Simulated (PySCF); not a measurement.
# Cl2Tb (Tb(Cl)2+): the cost of one run

Method: several levels, as the steps say, no spin–orbit coupling; program: PySCF 2.14.0.

1 further run of the same task is left out (for a known fault of the program).

## Step 1: The starting structure

3 atoms, charge 1, spin multiplicity 1.

Bond lengths: Tb1–Cl2 2.384 Å, Tb1–Cl3 2.384 Å. Angles: Cl2–Tb1–Cl3 110.3°.

As a file:

```xyz
3

Tb    0.0000    0.0000   -0.5210
Cl    1.9565    0.0000    0.8407
Cl   -1.9565    0.0000    0.8407
```

Formal oxidation states: Tb +3. Each metal's 8 4f electrons lie in its core potential, so multiplicities, spins and levels count the valence alone. An earlier session relaxed this geometry at PBE0, Tb lcecp-1-SVP with ECP54, Cl def2-SVP (singlet, point group C2v).

At PBE0 on the finer grid: E = -956.191217 Eh, HOMO -13.80 eV, LUMO -8.08 eV, Mulliken charge on Tb1 +1.29 e, largest force component 0.007 eV/Å. 

Levels to run: TPSSh; r2SCAN; PBE0, TZVP. Hardware: 2 threads of Arm Neoverse V2, shared host.

## Step 2: TPSSh

Input file run.py (the lines that set the calculation):

```python
mol = gto.M(atom='''
Tb     0.00000     0.00000    -0.52095
Cl     1.95649     0.00000     0.84071
Cl    -1.95649     0.00000     0.84071''',
    basis={'Tb': 'lcecp-1-SVP', 'Cl': 'def2-SVP'},
    ecp={'Tb': 'lcecp-1-SVP'},
    charge=1, spin=0)
mf = dft.RKS(mol, xc='TPSSH')
mf.grids.atom_grid = (75, 302)  # f atoms: unpruned, at least (60, 302)
mf = mf.density_fit()  # fitting sets: Tb AutoAux, Cl def2-universal-JKFIT
mf.conv_tol = 1e-08; mf.max_cycle = 55
mf.kernel(dm0)  # dm0: the density of the relaxed state
```

The run is started by

```bash
OMP_NUM_THREADS=2 python run.py
```

**Question.** How long does this run take on 2 threads of Arm Neoverse V2, shared host?

About 2.1 s.
